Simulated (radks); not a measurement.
**O²⁺ with its nuclear charge varied continuously**

Aim: the energy of 6 electrons in [He] 2s2 2p2 as the nuclear charge moves through non-integer values, and a test of dE/dZ = E(electron-nucleus)/Z.

Program: radks (a radial shooting solver on a logarithmic mesh, Libxc functionals) version 1. Level of theory: scalar-relativistic Kohn-Sham, r2SCAN, spin-polarised, spherical densities, finite nucleus; open shells are filled with parallel spins first. These are calculated values, not measurements, unless marked.

### 1 What is computed

* element: oxygen (Z = 8)
* charge: +2
* electrons: 6
* configuration: [He] 2s2 2p2
* nuclear rms radius: 2.6991 fm

Outer shells as boxes (Hund's rule):

O²⁺
```
[He] core
2s [↑↓]
2p [↑ ][↑ ][  ]
```

### 2 Z = 8

Settings of this run:

```text
Z 8
configuration [He] 2s2 2p2
relativity scalar-relativistic
functional r2scan,r2scan
spin polarised
nucleus finite rms 2.6991 fm
c 137.035999084
```

### 3 Z = 7

Input: that of step 2 with these lines changed.

```diff
@@ -1,2 +1,2 @@
-Z 8
+Z 7
 configuration [He] 2s2 2p2
```

### 4 Z = 7.5

Input: that of step 3 with these lines changed.

```diff
@@ -1,2 +1,2 @@
-Z 7
+Z 7.5
 configuration [He] 2s2 2p2
```

### 5 Z = 8.5

Input: that of step 4 with these lines changed.

```diff
@@ -1,2 +1,2 @@
-Z 7.5
+Z 8.5
 configuration [He] 2s2 2p2
```

### 6 Z = 9

Input: that of step 5 with these lines changed.

```diff
@@ -1,2 +1,2 @@
-Z 8.5
+Z 9
 configuration [He] 2s2 2p2
```

What does the calculation give? Wanted: for each run, Z; E; E(electron-nucleus)/Z; highest level; its energy; <r>.

As calculated:

```csv
Z,E (hartree),E(electron-nucleus)/Z (hartree),highest level,its energy (eV),<r> (bohr)
7,-54.04776,-17.7240,2p up,-22.520,1.246
7.5,-63.28755,-19.2333,2p up,-33.265,1.100
8,-73.28197,-20.7422,2p up,-45.759,0.9855
8.5,-84.03096,-22.2511,2p up,-59.989,0.8935
9,-95.53464,-23.7603,2p up,-75.947,0.8178
```

**Reading.** At Z = 8 the central difference of E is -20.743 hartree, against -20.742 from the Hellmann-Feynman theorem; the scalar-relativistic energy here is not variational, so the two differ by a part that grows with Z. The top level goes from -22.520 eV at Z = 7 to -75.947 eV at Z = 9.
